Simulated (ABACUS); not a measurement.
A run of ABACUS 3.10.1 is set up as follows.

Contents of INPUT:

```
INPUT_PARAMETERS
suffix              Ta4NiO11
calculation         scf
basis_type          pw
pseudo_dir          ./
symmetry            1
dft_functional      pz
ecutwfc             132
pseudo_rcut         7
nspin               2
nbands              123
ks_solver           dav
smearing_method     fd
smearing_sigma      0.00367493
scf_thr             1e-08
scf_nmax            100
mixing_type         broyden
mixing_beta         0.4
cal_force           1
cal_stress          1
out_chg             1
out_pot             2
out_elf             1
```

STRU

```
ATOMIC_SPECIES
Ta 180.9479 Ta.upf
Ni 58.6934 Ni.upf
O 15.9990 O.upf

LATTICE_CONSTANT
1.8897261246

LATTICE_VECTORS
1.9549500000 -14.8297300000 0.0000000000
1.9549500000 14.8297300000 0.0000000000
0.0000000000 0.0000000000 3.8859000000

ATOMIC_POSITIONS
Direct

Ta
0.0
4
0.2043700000 0.7956300000 0.0000000000 1 1 1 mag 0
0.9245100000 0.0754900000 0.0000000000 1 1 1 mag 0
0.0754900000 0.9245100000 0.0000000000 1 1 1 mag 0
0.7956300000 0.2043700000 0.0000000000 1 1 1 mag 0

Ni
0.0
1
0.5000000000 0.5000000000 0.0000000000 1 1 1 mag 1

O
0.0
11
0.1398700000 0.8601300000 0.0000000000 1 1 1 mag 0
0.7210700000 0.2789300000 0.0000000000 1 1 1 mag 0
0.4364500000 0.5635500000 0.0000000000 1 1 1 mag 0
0.5635500000 0.4364500000 0.0000000000 1 1 1 mag 0
0.0000000000 0.0000000000 0.0000000000 1 1 1 mag 0
0.8601300000 0.1398700000 0.0000000000 1 1 1 mag 0
0.2789300000 0.7210700000 0.0000000000 1 1 1 mag 0
0.9279000000 0.0721000000 0.5000000000 1 1 1 mag 0
0.0721000000 0.9279000000 0.5000000000 1 1 1 mag 0
0.7943600000 0.2056400000 0.5000000000 1 1 1 mag 0
0.2056400000 0.7943600000 0.5000000000 1 1 1 mag 0
```

KPT

```
K_POINTS
0
Gamma
5 5 5 0 0 0
```

Potentials or basis: PseudoDojo NC SR 0.4.1 LDA stringent, plane waves.

Command:

```console
$ OMP_NUM_THREADS=1 mpirun -np 8 abacus > log
```

Question: What does it give for the absolute moment?

Answer: 0.44 μB per cell.

Question: Estimate the band gap on the k mesh.

Answer: None (metal or under the smearing width).

Forces on the atoms (eV/Å):
```
Ta   0.000 -0.046  0.000
Ta   0.000 -0.070  0.000
Ta   0.000  0.070  0.000
Ta   0.000  0.046  0.000
Ni   0.000  0.000  0.000
O    0.000 -0.003  0.000
O    0.000 -0.157  0.000
O    0.000 -0.448  0.000
O    0.000  0.448  0.000
O    0.000  0.000  0.000
O    0.000  0.003  0.000
O    0.000  0.157  0.000
O    0.000  0.015  0.000
O    0.000 -0.015  0.000
O    0.000  0.045  0.000
O    0.000 -0.045  0.000
```

Caveat: semilocal functionals often make such compounds metallic where correlation or magnetic order opens a gap, which also shifts bond lengths. With open d or f shells a metallic result of LDA can be an artefact of self-interaction; +U or a hybrid may open a gap.
